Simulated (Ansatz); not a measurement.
# C3H11SbSi: the cost of one run

Program: Ansatz 0.2.0, Gaussian basis. Level of theory: functionals in def2-TZVPP, the program's frozen cores in correlated methods. These are calculated values, not measurements.

Levels to be run: LDA (SPW92), PBE-D4, revPBE-D4, BLYP-D4, r2SCAN-D4, B97M-V, PBE0-D4, B3LYP-D4, r2SCANh-D4, r2SCAN0-D4, HSE06-D4, BHLYP-D4, CAM-B3LYP-D4, LC-ωPBE, ωB97X-V, ωB97M-V, B2PLYP, PBE-QIDH; CCSD(T)/def2-SVP; MP2/def2-TZVPP; MP2/def2-QZVPP; RPA on PBE.

1 further run of the same task is left out (for a known fault of the program). Runs told in other sessions of the task aren't counted.

### 1 Structure used throughout

The geometry comes from an earlier relaxation with PBE0-D4 in a triple-zeta def2 set; it is a stationary point, not always the lowest conformer. Sb takes the def2 core potential; no spin-orbit term is included.

SMILES `C[CH2][Sb]([CH3])[SiH3]`, 16 atoms, charge 0, spin multiplicity 1.

Atoms are counted from 1 here; the program's logs count them from 0.

Bond lengths: C1–C2 1.518 Å, C1–H6 1.094 Å, C1–H7 1.093 Å, C1–H8 1.093 Å, C2–Sb3 2.178 Å, C2–H9 1.092 Å, C2–H10 1.093 Å, Sb3–C4 2.166 Å, Sb3–Si5 2.569 Å, C4–H11 1.090 Å, C4–H12 1.090 Å, C4–H13 1.090 Å, Si5–H14 1.492 Å, Si5–H15 1.489 Å, Si5–H16 1.489 Å. Angles: C2–C1–H6 111.3°, C2–C1–H7 111.7°, C2–C1–H8 111.7°, H6–C1–H7 107.3°, H6–C1–H8 107.4°, H7–C1–H8 107.3°, C1–C2–Sb3 112.9°, C1–C2–H9 111.6°, C1–C2–H10 111.1°, Sb3–C2–H9 107.6°, Sb3–C2–H10 105.8°, H9–C2–H10 107.5°, C2–Sb3–C4 95.0°, C2–Sb3–Si5 93.2°, C4–Sb3–Si5 93.0°, Sb3–C4–H11 109.5°, Sb3–C4–H12 108.6°, Sb3–C4–H13 110.7° and more.

### 2 LDA

This LDA is Slater exchange with PW92 correlation.

Contents of in.yaml:

```yaml
crystal:
  periodic: [false, false, false]
  atoms:
    - {symbol: C, position_ang: [0.651538, 1.162002, -1.966936]}
    - {symbol: C, position_ang: [0.723521, -0.131117, -1.175543]}
    - {symbol: Sb, position_ang: [-1.171289, -0.660080, -0.241599]}
    - {symbol: C, position_ang: [-0.330417, -2.193445, 1.037148]}
    - {symbol: Si, position_ang: [-0.953469, 1.153706, 1.565273]}
    - {symbol: H, position_ang: [1.604712, 1.380975, -2.457596]}
    - {symbol: H, position_ang: [0.412424, 2.015258, -1.326446]}
    - {symbol: H, position_ang: [-0.113622, 1.116364, -2.746465]}
    - {symbol: H, position_ang: [1.476565, -0.078236, -0.386300]}
    - {symbol: H, position_ang: [0.982723, -0.973559, -1.821879]}
    - {symbol: H, position_ang: [-1.050741, -2.456867, 1.811642]}
    - {symbol: H, position_ang: [-0.124953, -3.077084, 0.432324]}
    - {symbol: H, position_ang: [0.592914, -1.846029, 1.500467]}
    - {symbol: H, position_ang: [0.437109, 1.186390, 2.104346]}
    - {symbol: H, position_ang: [-1.886009, 0.876111, 2.692475]}
    - {symbol: H, position_ang: [-1.273907, 2.503009, 1.023388]}
basis:
  gaussian: {orbitals: def2-TZVPP}
hamiltonian: {xc: lda}
output: {orbitals: {seedname: orbitals}}
```

Command:

```bash
ansatz run in.yaml --threads 4 --pin off --events-out ev --progress --plain --max-ram 11315MiB
```

**Question.** How long does this run take on 4 threads of Arm Neoverse V1, shared host, and how much memory does it need?

About 4.2 s, with a peak of 0.54 GiB.
